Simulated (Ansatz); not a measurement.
**WH+ (quintet): from Hartree-Fock to the top rungs, def2-TZVPP**

The task here is to estimate one member of a computed series from the others.

The runs use Ansatz 0.2.0, Gaussian basis; def2-TZVPP, core rule «outside noble gas», up to 4 orbitals frozen.

To be run: UHF; ROHF; CCSD(T) on UHF.

**The geometry**

The geometry is a PBE0/def2-TZVP stationary point (not a proven minimum) of the parent state, kept for this charge and spin. No spin-orbit coupling is included. Elements past krypton take def2 core potentials.

2 atoms, charge 1, spin multiplicity 5.

Atoms are counted from 1 here; the program's logs count them from 0.

Bond lengths: W1–H2 1.713 Å.

Coordinates:

```xyz
2
charge 1, multiplicity 5
W     0.0000    0.0000    0.0000
H     0.0000    0.0000    1.7126
```

Set-up of the first run:

File in.yaml:

```yaml
crystal:
  periodic: [false, false, false]
  atoms:
    - {symbol: W, position_ang: [0.000000, 0.000000, 0.000000]}
    - {symbol: H, position_ang: [0.000000, 0.000000, 1.712600]}
basis:
  gaussian: {orbitals: def2-TZVPP}
total_charge: 1
magnetization: {spin_polarized: true, initial_magnetization: 4}
hamiltonian: {xc: hf}
output: {orbitals: {seedname: orbitals}}
```

Command:

```
$ ansatz run in.yaml --threads 1 --pin off --events-out ev --progress --plain --max-ram 4096MiB --backend cpu
```

Among the steps run: UHF; ROHF; CCSD(T) on UHF.

One table of the session follows, with a row left open; its other results are not shown here.

It belongs to the step «Misses and costs». 

```
  method  from UCCSD(T) (kcal/mol)
    ROHF                    +68.38
     UHF                         ?
    UMP2                    +11.36
   UCCSD                     +1.77
UCCSD(T)                         0
```

**Question.** Estimate the row for UHF.

The run gave: from UCCSD(T) (kcal/mol): +62.82. In the column «from UCCSD(T) (kcal/mol)» it lies between UMP2 (+11.36) and ROHF (+68.38).
